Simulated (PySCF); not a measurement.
# Pr2O3: forces at shaken geometries

How stiff is Pr2O3? Its atoms are displaced at random by several amounts. It is a constructed species; whether it can be made isn't addressed.

Program: PySCF 2.14.0. Level of theory: r2SCAN, Pr lcecp-1-SVP with ECP48, O def2-SVP; scalar-relativistic core potentials, no spin–orbit coupling. These are calculated values, not measurements.

7 further runs of the same task are left out: 2 for a known fault of the program, 5 that didn't finish.

## Step 1: The starting structure

5 atoms, charge 0, spin multiplicity 1.

Bond lengths: Pr1–Pr2 2.963 Å, Pr1–O3 2.165 Å, Pr1–O4 2.165 Å, Pr1–O5 2.165 Å, Pr2–O3 2.165 Å, Pr2–O4 2.165 Å, Pr2–O5 2.165 Å. Angles: Pr2–Pr1–O3 46.8°, Pr2–Pr1–O4 46.8°, Pr2–Pr1–O5 46.8°, O3–Pr1–O4 78.3°, O3–Pr1–O5 78.3°, O4–Pr1–O5 78.3°, Pr1–Pr2–O3 46.8°, Pr1–Pr2–O4 46.8°, Pr1–Pr2–O5 46.8°, O3–Pr2–O4 78.3°, O3–Pr2–O5 78.3°, O4–Pr2–O5 78.3°, Pr1–O3–Pr2 86.4°, Pr1–O4–Pr2 86.4°, Pr1–O5–Pr2 86.4°.

Coordinates:

```xyz
5

Pr    0.0000    0.0000    1.4816
Pr    0.0000    0.0000   -1.4816
O     1.5786    0.0000    0.0000
O    -0.7893    1.3671    0.0000
O    -0.7893   -1.3671    0.0000
```

Formal oxidation states: Pr +3. Each metal's 2 4f electrons lie in its core potential, so multiplicities, spins and levels count the valence alone. An earlier session relaxed this geometry at r2SCAN, Pr lcecp-1-SVP with ECP48, O def2-SVP (singlet, point group D3h).

Its energy there is -291.409662 Eh.

## Step 2: Atoms moved at random, σ = 0.1 Å

Input file run.py (the lines that set the calculation):

```python
mol = gto.M(atom='''
Pr     0.08587    -0.12795     1.59701
Pr    -0.14914     0.10615    -1.57546
O      1.57808     0.07690     0.17081
O     -0.71889     1.37967    -0.10494
O     -0.79592    -1.43476    -0.08741''',
    basis={'Pr': 'lcecp-1-SVP', 'O': 'def2-SVP'},
    ecp={'Pr': 'lcecp-1-SVP'},
    charge=0, spin=0)
mf = dft.RKS(mol, xc='R2SCAN')
mf.grids.atom_grid = (50, 194)  # f atoms: unpruned, at least (60, 302)
mf = mf.density_fit()  # fitting sets: Pr AutoAux, O def2-universal-JKFIT
mf.conv_tol = 1e-08; mf.max_cycle = 55
mf.kernel(dm0)  # dm0: the density of the relaxed state
```

Command:

```bash
> OMP_NUM_THREADS=2 python run.py
```

## Step 3: Atoms moved at random, σ = 0.1 Å

Input file run.py (the lines that set the calculation):

```python
mol = gto.M(atom='''
Pr     0.04960    -0.09284     1.49468
Pr    -0.07411     0.00124    -1.31258
O      1.58945     0.10384    -0.08258
O     -0.83933     1.38128    -0.03277
O     -0.72560    -1.39352    -0.06674''',
    basis={'Pr': 'lcecp-1-SVP', 'O': 'def2-SVP'},
    ecp={'Pr': 'lcecp-1-SVP'},
    charge=0, spin=0)
mf = dft.RKS(mol, xc='R2SCAN')
mf.grids.atom_grid = (50, 194)  # f atoms: unpruned, at least (60, 302)
mf = mf.density_fit()  # fitting sets: Pr AutoAux, O def2-universal-JKFIT
mf.conv_tol = 1e-08; mf.max_cycle = 55
mf.kernel(dm0)  # dm0: the density of the relaxed state
```

## Step 4: Atoms moved at random, σ = 0.06 Å

Input file run.py (the lines that set the calculation):

```python
mol = gto.M(atom='''
Pr    -0.07091     0.02038     1.44624
Pr    -0.03866    -0.09368    -1.45971
O      1.59042    -0.01380    -0.02433
O     -0.72902     1.43668     0.03788
O     -0.75183    -1.34958    -0.00008''',
    basis={'Pr': 'lcecp-1-SVP', 'O': 'def2-SVP'},
    ecp={'Pr': 'lcecp-1-SVP'},
    charge=0, spin=0)
mf = dft.RKS(mol, xc='R2SCAN')
mf.grids.atom_grid = (50, 194)  # f atoms: unpruned, at least (60, 302)
mf = mf.density_fit()  # fitting sets: Pr AutoAux, O def2-universal-JKFIT
mf.conv_tol = 1e-08; mf.max_cycle = 55
mf.kernel(dm0)  # dm0: the density of the relaxed state
```

What does the calculation give? Wanted: for each run, σ; energy rise; harmonic estimate −½ F·u; largest force component.

As calculated:

| σ (Å) | energy rise (eV) | harmonic estimate −½ F·u (eV) | largest force component (eV/Å) |
| --- | --- | --- | --- |
| 0.1 | 0.673 | 0.573 | 3.85 |
| 0.1 | 1.021 | 1.068 | 8.94 |
| 0.06 | 0.232 | 0.241 | 1.83 |

Every displacement raises the energy. For a harmonic well the rise equals −½ F·u; the two differ by at most 15 % here (a move with σ = 0.1 Å), from anharmonicity, the grid and the small forces left at the relaxed point. The bases are small and lack diffuse functions. Spin–orbit coupling is left out.
